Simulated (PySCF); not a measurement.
# SnS+: from the state search to spectroscopic constants

Aim: find the lowest electronic state of SnS+, scan its bond at several levels of theory, and get bond length, wavenumber and dissociation energy from each curve.

Method: Sn cc-pVDZ-PP with ECP28, S cc-pV(D+d)Z, scalar-relativistic core potentials; program: PySCF 2.14.0.

## 1. Input

Settings of the job:

* atoms: Sn, S
* charge: 1
* basis: Sn cc-pVDZ-PP with ECP28, S cc-pV(D+d)Z
* Hamiltonian: scalar-relativistic core potentials
* basis functions: 46
* electrons treated: 37
* masses in u: 119.9022, 31.9721
* levels: PBE0, PBE, r²SCAN, revPBE, B97-3, TPSS, HF, MP2, SCS-MP2, CCSD, CCSD(T)
* grid: 80 radial by 434 angular points
* occupations: held fixed by the projection of orbital angular momentum
* dissociation limit: Sn+ + S, each in its ground configuration
* starting distance in angstrom: 2.435
* values of 2S to try: 1, 3

On the command line:

```sh
$ OMP_NUM_THREADS=1 python dia.py task.json out
```

After this run come: The PBE0 curve of the state that the search chose; Excited determinants; PBE (GGA); r²SCAN (meta-GGA); revPBE (GGA); B97-3 (global hybrid GGA); TPSS; UHF; Correlated methods on the Hartree–Fock reference.

Before running it: what results should come out? Wanted: for each run, Re; ωe; De; μ.

**Answer**, as computed:

Lowest PBE0 solution found, without spin–orbit coupling: ²Π (doublet), unpaired electrons π ↑. State 2 has its PBE0 minimum 0.55 eV higher. State 3 has its PBE0 minimum 2.04 eV higher. The other levels ran on the lowest alone.

```
      level  Re (Å)  ωe (cm⁻¹)  De (eV)  μ (D)
        UHF   2.382        397     1.52  -2.00
    UHF-MP2   2.390        392     2.59    n/a
UHF-SCS-MP2   2.394        388     2.51    n/a
   UHF-CCSD   2.398        383     2.46    n/a
UHF-CCSD(T)   2.409        373     2.60    n/a
        PBE   2.420        364     3.35  -1.21
     revPBE   2.431        358     3.13  -1.30
       TPSS   2.417        366     3.20  -1.33
     r²SCAN   2.399        377     3.18  -1.30
       PBE0   2.390        385     3.05  -1.45
      B97-3   2.406        379     3.07  -1.69
```

De is counted to Sn+ + S in their ground configurations. A positive dipole points from Sn to S; in an ion it is taken about the centre of mass and does not tell which atom is negative.

Differences from CCSD(T) in the same basis:

| level | Re (mÅ) | ωe (%) |
| --- | --- | --- |
| UHF | -27 | +6.6 |
| UHF-MP2 | -19 | +5.3 |
| UHF-SCS-MP2 | -15 | +4.3 |
| UHF-CCSD | -11 | +2.8 |
| PBE | +11 | -2.4 |
| revPBE | +22 | -3.9 |
| TPSS | +8 | -1.8 |
| r²SCAN | -10 | +1.3 |
| PBE0 | -19 | +3.3 |
| B97-3 | -3 | +1.6 |

Judged by CCSD(T) in the same basis: best bond length B97-3 (-3 mÅ), worst UHF (-27 mÅ); best wavenumber r²SCAN (+1.3 %), worst UHF (+6.6 %). Hartree–Fock makes the bond too short and too stiff against this reference, as it mostly does. PBE gives a bond that is too long and too soft, as GGAs tend to. CCSD(T) in a basis this small is itself some way from its limit, more so than the functionals. Among the levels with a De in the table, it runs from 1.52 eV (UHF) to 3.35 eV (PBE).

Correlated steps freeze 9 core orbitals. These are scalar-relativistic numbers at best; spin–orbit coupling would shift them, the dissociation energy most.
